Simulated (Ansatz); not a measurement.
# Mg: the crystal squeezed far

Aim: compress Mg (dhcp type) step by step, far beyond the usual range, and follow pressure and electronic structure. Methods of the runs shown: LAPW, crystal datasets and norm-conserving. Companion runs by PAW are cited. Its runs: the reference run (LAPW); volume scaled by 1 (crystal datasets and norm-conserving); volume scaled by 0.85 (LAPW); volume scaled by 0.75 (LAPW); volume scaled by 0.45 (LAPW); volume scaled by 0.4 (LAPW, crystal datasets and norm-conserving).

Method: DFT PBE, with the methods named in each step, in Ansatz 0.2.0.

1 further run of the same task is left out (it didn't finish).

### Step 1. Starting point

Symmetry: P6_3/mmc, No. 194, hexagonal system. Conventional cell: a = 3.196 Å, b = 3.196 Å, c = 10.395 Å, α = 90.00°, β = 90.00°, γ = 120.00°. Mg (site symmetry -3m) is surrounded by 12 Mg at 3.19 to 3.20 Å. Mg (site symmetry -6m2) is surrounded by 12 Mg at 3.19 to 3.20 Å.

Coordinates:

```xyz
4
Lattice="3.1960 0.0000 0.0000 -1.5980 2.7678 0.0000 0.0000 0.0000 10.3952" Properties=species:S:1:pos:R:3 pbc="T T T"
Mg    0.0000    0.0000    0.0000
Mg    0.0000    0.0000    5.1976
Mg    0.0000    1.8452    2.5988
Mg    1.5980    0.9226    7.7964
```

Whether this phase is the stable one at these pressures isn't tested.

Atoms are numbered in the order of the input: Mg1, Mg2, Mg3, Mg4.

### Step 2. The reference volume, LAPW

File input.yaml:

```yaml
crystal:
  lattice:
    - [3.1959731071, 0.0, 0.0]
    - [-1.5979865536, 2.7677939005, 0.0]
    - [0.0, 0.0, 10.3952417388]
  atoms:
    - { symbol: Mg, position: [0.0, 0.0, 0.0] }
    - { symbol: Mg, position: [0.0, 0.0, 0.5] }
    - { symbol: Mg, position: [0.3333333333, 0.6666666667, 0.25] }
    - { symbol: Mg, position: [0.6666666667, 0.3333333333, 0.75] }
kpoints:
  mp_grid: { grid: [11, 11, 3] }
  band_path:
    path:
      - [0.0, 0.0, 0.0]
      - [0.5, 0.0, 0.0]
      - [0.3333333333, 0.3333333333, 0.0]
      - [0.0, 0.0, 0.0]
      - [0.0, 0.0, 0.5]
      - [0.5, 0.0, 0.5]
      - [0.3333333333, 0.3333333333, 0.5]
      - [0.0, 0.0, 0.5]
      - [0.5, 0.0, 0.5]
    npoints: 14
scf:
  occupations: { method: fermi_dirac, width: 0.08 }
hamiltonian:
  xc: pbe
  pseudopotentials: { kind: all_electron, lapw: { basis_error: 0.001 } }
output:
  forces: true
  stress: true
  eigenvalues: true
  populations: true
  dos: { projected: true, de: 0.2, e_range: [-14, 8] }
```

Started as:

```console
$ ansatz run input.yaml --threads 1 --pin off --max-ram 3072MiB --backend cpu --events-out ev --progress --plain --runs-dir out
```

### Step 3. Volume scaled by 1, crystal datasets

File input.yaml:

```yaml
crystal:
  lattice:
    - [3.1959731071, 0.0, 0.0]
    - [-1.5979865536, 2.7677939005, 0.0]
    - [0.0, 0.0, 10.3952417388]
  atoms:
    - { symbol: Mg, position: [0.0, 0.0, 0.0] }
    - { symbol: Mg, position: [0.0, 0.0, 0.5] }
    - { symbol: Mg, position: [0.3333333333, 0.6666666667, 0.25] }
    - { symbol: Mg, position: [0.6666666667, 0.3333333333, 0.75] }
kpoints:
  mp_grid: { grid: [11, 11, 3] }
scf:
  occupations: { method: fermi_dirac, width: 0.08 }
hamiltonian:
  xc: pbe
  pseudopotentials: { kind: all_electron, datasets: crystal }
output:
  forces: true
  stress: true
  eigenvalues: true
```

### Step 4. Volume scaled by 1, norm-conserving

input.yaml: that of step 3 with these lines changed.

```diff
@@ -16,3 +16,3 @@
   xc: pbe
-  pseudopotentials: { kind: all_electron, datasets: crystal }
+  pseudopotentials: { kind: nc }
 output:
```

### Step 5. Volume scaled by 0.85, LAPW

File input.yaml:

```yaml
crystal:
  lattice:
    - [3.0274438112, 0.0, 0.0]
    - [-1.5137219056, 2.6218432491, 0.0]
    - [0.0, 0.0, 9.847082317]
  atoms:
    - { symbol: Mg, position: [0.0, 0.0, 0.0] }
    - { symbol: Mg, position: [0.0, 0.0, 0.5] }
    - { symbol: Mg, position: [0.3333333333, 0.6666666667, 0.25] }
    - { symbol: Mg, position: [0.6666666667, 0.3333333333, 0.75] }
kpoints:
  mp_grid: { grid: [11, 11, 3] }
  band_path:
    path:
      - [0.0, 0.0, 0.0]
      - [0.5, 0.0, 0.0]
      - [0.3333333333, 0.3333333333, 0.0]
      - [0.0, 0.0, 0.0]
      - [0.0, 0.0, 0.5]
      - [0.5, 0.0, 0.5]
      - [0.3333333333, 0.3333333333, 0.5]
      - [0.0, 0.0, 0.5]
      - [0.5, 0.0, 0.5]
    npoints: 8
scf:
  occupations: { method: fermi_dirac, width: 0.08 }
hamiltonian:
  xc: pbe
  pseudopotentials: { kind: all_electron, lapw: { basis_error: 0.001 } }
output:
  forces: true
  stress: true
  eigenvalues: true
  populations: true
  dos: { projected: true, de: 0.2, e_range: [-14, 8] }
```

### Step 6. Volume scaled by 0.75, LAPW

File input.yaml:

```yaml
crystal:
  lattice:
    - [2.9037342735, 0.0, 0.0]
    - [-1.4518671368, 2.5147076467, 0.0]
    - [0.0, 0.0, 9.4447039155]
  atoms:
    - { symbol: Mg, position: [0.0, 0.0, 0.0] }
    - { symbol: Mg, position: [0.0, 0.0, 0.5] }
    - { symbol: Mg, position: [0.3333333333, 0.6666666667, 0.25] }
    - { symbol: Mg, position: [0.6666666667, 0.3333333333, 0.75] }
kpoints:
  mp_grid: { grid: [11, 11, 3] }
scf:
  occupations: { method: fermi_dirac, width: 0.08 }
hamiltonian:
  xc: pbe
  pseudopotentials: { kind: all_electron, lapw: { basis_error: 0.001 } }
output:
  forces: true
  stress: true
  eigenvalues: true
  populations: true
```

### Step 7. Volume scaled by 0.45, LAPW

input.yaml: that of step 6 with these lines changed.

```diff
@@ -2,5 +2,5 @@
   lattice:
-    - [2.9037342735, 0.0, 0.0]
-    - [-1.4518671368, 2.5147076467, 0.0]
-    - [0.0, 0.0, 9.4447039155]
+    - [2.4470983679, 0.0, 0.0]
+    - [-1.223549184, 2.1192493522, 0.0]
+    - [0.0, 0.0, 7.9790371049]
   atoms:
@@ -12,2 +12,14 @@
   mp_grid: { grid: [11, 11, 3] }
+  band_path:
+    path:
+      - [0.0, 0.0, 0.0]
+      - [0.5, 0.0, 0.0]
+      - [0.3333333333, 0.3333333333, 0.0]
+      - [0.0, 0.0, 0.0]
+      - [0.0, 0.0, 0.5]
+      - [0.5, 0.0, 0.5]
+      - [0.3333333333, 0.3333333333, 0.5]
+      - [0.0, 0.0, 0.5]
+      - [0.5, 0.0, 0.5]
+    npoints: 8
 scf:
@@ -22 +34,2 @@
   populations: true
+  dos: { projected: true, de: 0.2, e_range: [-14, 8] }
```

### Step 8. Volume scaled by 0.4, LAPW

input.yaml: that of step 7 with these lines changed.

```diff
@@ -2,5 +2,5 @@
   lattice:
-    - [2.4470983679, 0.0, 0.0]
-    - [-1.223549184, 2.1192493522, 0.0]
-    - [0.0, 0.0, 7.9790371049]
+    - [2.3500823002, 0.0, 0.0]
+    - [-1.1750411501, 2.035230973, 0.0]
+    - [0.0, 0.0, 7.6901475708]
   atoms:
```

### Step 9. Volume scaled by 0.4, crystal datasets

File input.yaml:

```yaml
crystal:
  lattice:
    - [2.3500823002, 0.0, 0.0]
    - [-1.1750411501, 2.035230973, 0.0]
    - [0.0, 0.0, 7.6901475708]
  atoms:
    - { symbol: Mg, position: [0.0, 0.0, 0.0] }
    - { symbol: Mg, position: [0.0, 0.0, 0.5] }
    - { symbol: Mg, position: [0.3333333333, 0.6666666667, 0.25] }
    - { symbol: Mg, position: [0.6666666667, 0.3333333333, 0.75] }
kpoints:
  mp_grid: { grid: [11, 11, 3] }
scf:
  occupations: { method: fermi_dirac, width: 0.08 }
hamiltonian:
  xc: pbe
  pseudopotentials: { kind: all_electron, datasets: crystal }
output:
  forces: true
  stress: true
  eigenvalues: true
```

### Step 10. Volume scaled by 0.4, norm-conserving

input.yaml: that of step 9 with these lines changed.

```diff
@@ -16,3 +16,3 @@
   xc: pbe
-  pseudopotentials: { kind: all_electron, datasets: crystal }
+  pseudopotentials: { kind: nc }
 output:
```

(Steps that only read results are left out.)

Q: Predict the outcome of this session. Wanted: LAPW pressure at 0.4 of the volume; PAW pressure at 0.4 of the volume; PAW; crystal datasets pressure at 0.4 of the volume; norm-conserving pressure at 0.4 of the volume; fitted bulk modulus at zero pressure.

As calculated:

| quantity | value |
| --- | --- |
| LAPW pressure at 0.4 of the volume | 190.3 GPa |
| PAW pressure at 0.4 of the volume | 190.2 GPa |
| PAW (level accurate) pressure at 0.4 of the volume | 190.4 GPa |
| crystal datasets pressure at 0.4 of the volume | 190.3 GPa |
| norm-conserving pressure at 0.4 of the volume | 190.7 GPa |
| fitted bulk modulus at zero pressure (LAPW) | 36 GPa |
| its pressure derivative | 3.84 |

At 0.4 of the starting volume LAPW gives 190 GPa. One third-order Birch-Murnaghan curve follows these points (B₀ = 36 GPa, B′ = 3.84, misfit at most 0.01 GPa). A fit over so wide a range leans to the high pressures, so B₀ can be off by several per cent. Where LAPW's pressure is over 3 GPa, PAW's departs from it by at most 0.4 %, at 0.85 of the volume. The ions are at rest, and the electrons smeared by 0.08 eV.
